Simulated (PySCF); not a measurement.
# C₃H₇BrCl₂Si: circular dichroism and optical rotation

What do calculations give for the circular dichroism and optical rotation of C₃H₇BrCl₂Si (`CC[C@H](Cl)[Si@H](Cl)Br`)?

Computed with PySCF 2.14.0 and routines of our own; the level stands in each step. Atoms count from 0.

## Step 1: The starting structure

14 atoms, charge 0, multiplicity 1; geometry from: GFN2-xTB.

## Step 2: Circular dichroism and optical rotation: TDDFT BHandHLYP/aug-cc-pVDZ

Job settings and geometry (Å):

```
{"job": {"kind": "ecd", "xc": "BHandHLYP", "basis": "aug-cc-pVDZ", "nstates": 8}, "charge": 0, "multiplicity": 1}
C     -1.682688    -0.822145     0.920623
C     -0.663778    -0.483006    -0.160193
C      0.423863     0.460991     0.334366
Cl    -0.285688     2.068415     0.749320
Si     1.811447     0.814157    -0.931613
Cl     1.037216     1.360646    -2.694603
Br     2.920898    -1.091679    -1.139877
H     -2.437888    -1.495711     0.524100
H     -1.196923    -1.306996     1.764780
H     -2.177740     0.078369     1.276118
H     -1.173410    -0.032904    -1.015135
H     -0.181636    -1.404679    -0.500530
H      0.835213     0.080857     1.272442
H      2.770438     1.773212    -0.421964
```

Level: TDDFT BHandHLYP/aug-cc-pVDZ circular dichroism and optical rotation, one conformer, gas phase.

Command:

```
OMP_NUM_THREADS=1 python excited_run.py task.json out
```

One launch serves the whole session: the jobs run in the order shown.

Log:

```text
coarse grid: 59224 points
cycle   1  E = -3902.5449868109  dE = -1.899e-01  |g| = 4.170e-01  |ddm| = 8.603e+00
cycle   2  E = -3902.5523329026  dE = -7.346e-03  |g| = 4.124e-01  |ddm| = 2.265e+00
cycle   3  E = -3902.6001309289  dE = -4.780e-02  |g| = 4.884e-02  |ddm| = 1.003e+00
cycle   4  E = -3902.6007155020  dE = -5.846e-04  |g| = 2.499e-02  |ddm| = 1.646e-01
cycle   5  E = -3902.6008798496  dE = -1.643e-04  |g| = 4.483e-03  |ddm| = 7.685e-02
cycle   6  E = -3902.6008859438  dE = -6.094e-06  |g| = 9.619e-04  |ddm| = 1.308e-02
final grid: 119720 points
cycle   7  E = -3902.6009262237  dE = -2.466e-07  |g| = 7.335e-04  |ddm| = 1.164e-02
cycle   8  E = -3902.6009262535  dE = -2.978e-08  |g| = 6.942e-04  |ddm| = 3.669e-03
cycle   9  E = -3902.6009263878  dE = -1.344e-07  |g| = 5.411e-05  |ddm| = 1.703e-03
cycle  10  E = -3902.6009263888  dE = -9.322e-10  |g| = 2.303e-05  |ddm| = 1.970e-04
converged SCF energy = -3902.6009263888

Singlet excitations and rotatory strengths (1e-40 esu^2 cm^2)
state   eV       nm     f(len)   f(vel)    R(len)    R(vel)   main configurations
  1   6.9607   178.1  0.05625  0.05659    -8.394    -8.484   H->L+1 0.45, H->L+5 0.10, H->L+7 0.09
  2   7.3275   169.2  0.01561  0.01464     1.980     2.263   H->L+2 0.14, H-3->L+1 0.09, H->L+7 0.09
  3   7.4348   166.8  0.01076  0.01070     7.208     7.316   H-1->L+1 0.37, H-2->L+1 0.09, H-1->L 0.09
  4   7.4950   165.4  0.01894  0.01949    10.122    10.183   H-2->L+1 0.12, H-1->L+1 0.11, H-2->L+7 0.11
  5   7.7028   161.0  0.00476  0.00474   -17.575   -17.697   H->L 0.58, H->L+1 0.09
  6   7.7468   160.0  0.00833  0.00814    -3.222    -3.716   H->L+2 0.39, H-3->L+1 0.13, H->L+7 0.08
  7   8.0534   154.0  0.01289  0.01237   -18.805   -17.618   H->L+1 0.10, H-3->L+1 0.10, H-1->L+2 0.09
  8   8.1541   152.1  0.01634  0.01529   -10.401   -10.347   H-1->L+2 0.43, H-1->L+4 0.09

Specific rotation (deg / (dm g/mL))
    nm     length   length(OI)   velocity    alpha(len)  alpha(vel)
  633.0     -71.37     -69.92     -70.10      109.077    108.489
  589.3     -83.41     -81.73     -81.95      109.466    108.878
  546.0     -98.73     -96.76     -97.04      109.953    109.364
  436.0    -165.40    -162.26    -162.77      111.974    111.383
  405.0    -197.50    -193.83    -194.47      112.896    112.303
  365.0    -256.08    -251.51    -252.39      114.502    113.908
  355.0    -275.11    -270.26    -271.23      115.005    114.410
```

Run time: 2.7 min. Hardware: 1 thread of Arm Neoverse V2, shared host; peak memory 1.1 GiB.

## Step 3: What came out

```
                                                                                        quantity                                                          value
state of largest rotatory strength (velocity form) among 8 (step 2, TDDFT BHandHLYP/aug-cc-pVDZ)  7.70 eV, R = -17.7 (velocity), -17.6 (length) ·10⁻⁴⁰ esu² cm²
                             specific rotation at 633.0 nm (step 2, TDDFT BHandHLYP/aug-cc-pVDZ)                               -70.1 (velocity), -71.4 (length)
```

**Reading.** Steps that list no spin-orbit terms leave them out, which matters at and beside the heavy atoms. Rotations belong to one conformer.
